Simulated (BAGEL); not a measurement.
**One shape, several levels: doublet GeH3SCl+**

We compute a comparison of 3 runs (ROHF/6-31G*, UHF/6-31G*, ROHF/aug-cc-pVDZ) of doublet GeH3SCl+. 

The calculation is run with BAGEL 1.2.2.

### Step 1. The molecule

The species is GeH3SCl+ (6 atoms), meant as a doublet with charge +1. SMILES of the parent species: `[SH][GeH2][Cl]`. Geometry: relaxed at PBE0-D4/def2-TZVP. This is one conformer, not always the lowest. That shape belongs to the parent species and isn't relaxed for this state.

Bond lengths: S1–Ge2 2.205 Å, Ge2–Cl3 2.156 Å, S1–H4 1.343 Å, Ge2–H5 1.532 Å, Ge2–H6 1.530 Å. Angles: S1–Ge2–Cl3 110.8°, S1–Ge2–H5 111.4°, S1–Ge2–H6 106.8°, Cl3–Ge2–H5 105.9°, Cl3–Ge2–H6 107.6°, Ge2–S1–H4 94.0°, H5–Ge2–H6 114.3°.

### Step 2. A single-point energy at ROHF/6-31G(d) (density fitting with qzvpp-jkfit, spherical functions) (run 1)

Contents of input.json:

```json
{ "bagel": [

{
  "title": "molecule",
  "basis": "6-31gs.json",
  "df_basis": "qzvpp-jkfit",
  "angstrom": true,
  "geometry": [
    { "atom": "S", "xyz": [      -1.173700,      -1.328000,      -0.086900 ] },
    { "atom": "Ge", "xyz": [       0.432700,       0.138800,       0.275500 ] },
    { "atom": "Cl", "xyz": [      -0.360100,       2.143100,       0.341600 ] },
    { "atom": "H", "xyz": [      -1.332800,      -0.975800,      -1.373400 ] },
    { "atom": "H", "xyz": [       1.461900,       0.131100,      -0.858600 ] },
    { "atom": "H", "xyz": [       1.014100,      -0.173200,       1.655700 ] }
  ]
},

{
  "title": "rohf",
  "charge": 1,
  "nopen": 1
},

{
  "title": "print",
  "file": "orbitals.molden",
  "orbitals": true
}

]}
```

The basis set 6-31G* is read from a file made from the Basis Set Exchange's data (not shown).

Launch:

```sh
BAGEL_NUM_THREADS=1 BAGEL input.json > input.out
```

The log of the run:

```text
* using 1 threads per process

  ===============================================================
  ===============================================================

  *** Geometry ***

  { "atom" : "S", "xyz" : [     -2.217972,     -2.509556,     -0.164217 ] },
  { "atom" : "Ge", "xyz" : [      0.817684,      0.262294,      0.520620 ] },
  { "atom" : "Cl", "xyz" : [     -0.680490,      4.049872,      0.645530 ] },
  { "atom" : "H", "xyz" : [     -2.518627,     -1.843995,     -2.595350 ] },
  { "atom" : "H", "xyz" : [      2.762591,      0.247743,     -1.622519 ] },
  { "atom" : "H", "xyz" : [      1.916371,     -0.327301,      3.128820 ] },

  Number of auxiliary basis functions:      576

  Since a DF basis is specified, we compute 2- and 3-index integrals:
    o Being stored without compression. Storage requirement is 0.025 GB

  Number of basis functions:       74
  Number of electrons      :       68

    * METHOD: MOLECULE                             0.66

  *** Open-shell HF ***

  === Nuclear Repulsion ===
   345.7382606894

      * DIIS with orbital gradients will be used.

  === ROHF iteration (6-31gs.json) ===
      0      -2933.42609880          0.02029661           0.31
      1      -2933.51579068          0.00901987           0.31
      2      -2933.52903336          0.00466180           0.31
      3      -2933.53227789          0.00109134           0.31
      4      -2933.53275521          0.00044695           0.31
      5      -2933.53288963          0.00017576           0.31
      6      -2933.53294238          0.00012057           0.31
      7      -2933.53297126          0.00008839           0.31
      8      -2933.53299610          0.00004716           0.31
      9      -2933.53300326          0.00001774           0.31
     10      -2933.53300282          0.00000962           0.31
     11      -2933.53300278          0.00000437           0.31
     12      -2933.53300274          0.00000157           0.31
     13      -2933.53300276          0.00000072           0.31
     14      -2933.53300278          0.00000034           0.31
     15      -2933.53300279          0.00000024           0.31
     16      -2933.53300279          0.00000016           0.31
     17      -2933.53300279          0.00000010           0.31
     18      -2933.53300279          0.00000006           0.31
     19      -2933.53300279          0.00000003           0.31
     20      -2933.53300279          0.00000001           0.31
     21      -2933.53300279          0.00000001           0.31
    * SCF iteration converged.

    * S^2 (ROHF) is 0.7500

    * Permanent dipole moment:
           (    0.522247,     2.271123,     0.794419) a.u.

    * METHOD: ROHF                                 7.19

    * METHOD: PRINT                                0.03

  ===============================================================
```

Wall time 8.1 s (1 thread of Arm Neoverse N1, shared host); peak memory 0.13 GiB.

### Step 3. The energy at UHF/6-31G(d) (density fitting with qzvpp-jkfit, spherical functions) (run 2)

Changes to input.json since step 2:

```diff
@@ -6,3 +6,3 @@
   "df_basis": "qzvpp-jkfit",
-  "angstrom": true,
+  "angstrom": "true",
   "geometry": [
@@ -17,13 +17,5 @@
 
-{
-  "title": "rohf",
-  "charge": 1,
-  "nopen": 1
-},
+{ "title": "uhf", "charge": 1, "nopen": 1 },
 
-{
-  "title": "print",
-  "file": "orbitals.molden",
-  "orbitals": true
-}
+{ "title": "print", "file": "orbitals.molden", "orbitals": "true" }
```

The basis set 6-31G* is read from a file made from the Basis Set Exchange's data (not shown).

Launch:

```sh
BAGEL_NUM_THREADS=1 BAGEL input.json > input.out
```

The log of the run:

```text
* using 1 threads per process

  ===============================================================
  ===============================================================

  *** Geometry ***

  { "atom" : "S", "xyz" : [     -2.217972,     -2.509556,     -0.164217 ] },
  { "atom" : "Ge", "xyz" : [      0.817684,      0.262294,      0.520620 ] },
  { "atom" : "Cl", "xyz" : [     -0.680490,      4.049872,      0.645530 ] },
  { "atom" : "H", "xyz" : [     -2.518627,     -1.843995,     -2.595350 ] },
  { "atom" : "H", "xyz" : [      2.762591,      0.247743,     -1.622519 ] },
  { "atom" : "H", "xyz" : [      1.916371,     -0.327301,      3.128820 ] },

  Number of auxiliary basis functions:      576

  Since a DF basis is specified, we compute 2- and 3-index integrals:
    o Being stored without compression. Storage requirement is 0.025 GB

  Number of basis functions:       74
  Number of electrons      :       68

    * METHOD: MOLECULE                             0.62

  *** Open-shell HF ***

  === Nuclear Repulsion ===
   345.7382606894

      * DIIS with orbital gradients will be used.

  === UHF iteration (6-31gs.json) ===
      0      -2933.42609880          0.02029661           0.31
      1      -2933.51998271          0.00897549           0.31
      2      -2933.53365083          0.00463057           0.31
      3      -2933.53680879          0.00107453           0.31
      4      -2933.53736941          0.00044429           0.31
      5      -2933.53752479          0.00018507           0.31
      6      -2933.53758781          0.00012504           0.31
      7      -2933.53762443          0.00008809           0.31
      8      -2933.53765050          0.00004594           0.31
      9      -2933.53765755          0.00001586           0.31
     10      -2933.53765848          0.00000827           0.31
     11      -2933.53765882          0.00000396           0.31
     12      -2933.53765899          0.00000177           0.31
     13      -2933.53765903          0.00000101           0.31
     14      -2933.53765904          0.00000052           0.31
     15      -2933.53765904          0.00000030           0.31
     16      -2933.53765904          0.00000023           0.31
     17      -2933.53765904          0.00000018           0.31
     18      -2933.53765904          0.00000011           0.31
     19      -2933.53765904          0.00000005           0.31
     20      -2933.53765904          0.00000003           0.31
     21      -2933.53765904          0.00000002           0.31
     22      -2933.53765904          0.00000001           0.31
     23      -2933.53765904          0.00000001           0.31
    * SCF iteration converged.

    * S^2 (UHF) is 0.7612

    * Permanent dipole moment:
           (    0.523125,     2.270788,     0.792392) a.u.

    * METHOD: UHF                                  7.78

    * METHOD: PRINT                                0.03

  ===============================================================
```

Wall time 8.7 s (1 thread of Arm Neoverse N1, shared host); peak memory 0.13 GiB.

### Step 4. The energy at ROHF/aug-cc-pVDZ (density fitting with qzvpp-jkfit) (run 3)

Contents of input.json:

```json
{ "bagel" : [

{
  "title" : "molecule",
  "basis" : "aug-cc-pvdz.json",
  "df_basis" : "qzvpp-jkfit",
  "angstrom" : true,
  "geometry" : [
    { "atom" : "S", "xyz" : [      -1.173700,      -1.328000,      -0.086900 ] },
    { "atom" : "Ge", "xyz" : [       0.432700,       0.138800,       0.275500 ] },
    { "atom" : "Cl", "xyz" : [      -0.360100,       2.143100,       0.341600 ] },
    { "atom" : "H", "xyz" : [      -1.332800,      -0.975800,      -1.373400 ] },
    { "atom" : "H", "xyz" : [       1.461900,       0.131100,      -0.858600 ] },
    { "atom" : "H", "xyz" : [       1.014100,      -0.173200,       1.655700 ] }
  ]
},

{ "title" : "rohf", "charge" : 1, "nopen" : 1 },

{ "title" : "print", "file" : "orbitals.molden", "orbitals" : true }

]}
```

The basis set aug-cc-pVDZ is read from a file made from the Basis Set Exchange's data (not shown).

Launch:

```sh
BAGEL_NUM_THREADS=1 BAGEL input.json > input.out
```

The log of the run:

```text
* using 1 threads per process

  ===============================================================
  ===============================================================

  *** Geometry ***

  { "atom" : "S", "xyz" : [     -2.217972,     -2.509556,     -0.164217 ] },
  { "atom" : "Ge", "xyz" : [      0.817684,      0.262294,      0.520620 ] },
  { "atom" : "Cl", "xyz" : [     -0.680490,      4.049872,      0.645530 ] },
  { "atom" : "H", "xyz" : [     -2.518627,     -1.843995,     -2.595350 ] },
  { "atom" : "H", "xyz" : [      2.762591,      0.247743,     -1.622519 ] },
  { "atom" : "H", "xyz" : [      1.916371,     -0.327301,      3.128820 ] },

  Number of auxiliary basis functions:      576

  Since a DF basis is specified, we compute 2- and 3-index integrals:
    o Being stored without compression. Storage requirement is 0.063 GB

  Number of basis functions:      117
  Number of electrons      :       68

    * METHOD: MOLECULE                             0.73

  *** Open-shell HF ***

  === Nuclear Repulsion ===
   345.7382606894

      * DIIS with orbital gradients will be used.

  === ROHF iteration (aug-cc-pvdz.json) ===
      0      -2933.63799475          0.02455973           0.55
      1      -2933.77711341          0.01317740           0.55
      2      -2933.82412150          0.00644162           0.55
      3      -2933.84145337          0.00247265           0.55
      4      -2933.85023736          0.00100400           0.55
      5      -2933.85146022          0.00056019           0.55
      6      -2933.85188206          0.00032705           0.55
      7      -2933.85208287          0.00024713           0.55
      8      -2933.85229010          0.00012313           0.55
      9      -2933.85233532          0.00006602           0.55
     10      -2933.85234400          0.00003558           0.56
     11      -2933.85234733          0.00001458           0.55
     12      -2933.85234756          0.00000638           0.55
     13      -2933.85234762          0.00000272           0.55
     14      -2933.85234767          0.00000165           0.56
     15      -2933.85234769          0.00000061           0.55
     16      -2933.85234769          0.00000021           0.55
     17      -2933.85234768          0.00000012           0.55
     18      -2933.85234768          0.00000006           0.55
     19      -2933.85234768          0.00000003           0.56
     20      -2933.85234768          0.00000002           0.55
     21      -2933.85234768          0.00000001           0.55
    * SCF iteration converged.

    * S^2 (ROHF) is 0.7500

    * Permanent dipole moment:
           (    0.567048,     2.172830,     0.737796) a.u.

    * METHOD: ROHF                                12.71

    * METHOD: PRINT                                0.06

  ===============================================================
```

Run time: 14 s. Hardware: 1 thread of Arm Neoverse N1, shared host; peak memory 0.2 GiB.

### Step 5. All runs side by side

| run | level | energy (Eh) | ⟨S²⟩ | wall time |
| --- | --- | --- | --- | --- |
| 1 | ROHF/6-31G* (density fitting with qzvpp-jkfit, spherical functions) | -2933.533003 | 0.750 | 8.1 s |
| 2 | UHF/6-31G* (density fitting with qzvpp-jkfit, spherical functions) | -2933.537659 | 0.761 | 8.7 s |
| 3 | ROHF/aug-cc-pVDZ (density fitting with qzvpp-jkfit) | -2933.852348 | 0.750 | 14 s |

### Step 6. Results

| quantity | value |
| --- | --- |
| run 3: total energy | -2933.85235 Eh |
| run 3: ⟨S²⟩ | 0.750 |

Over the runs the total energy spans 8.690 eV. All runs together took 31 s, the longest 14 s.
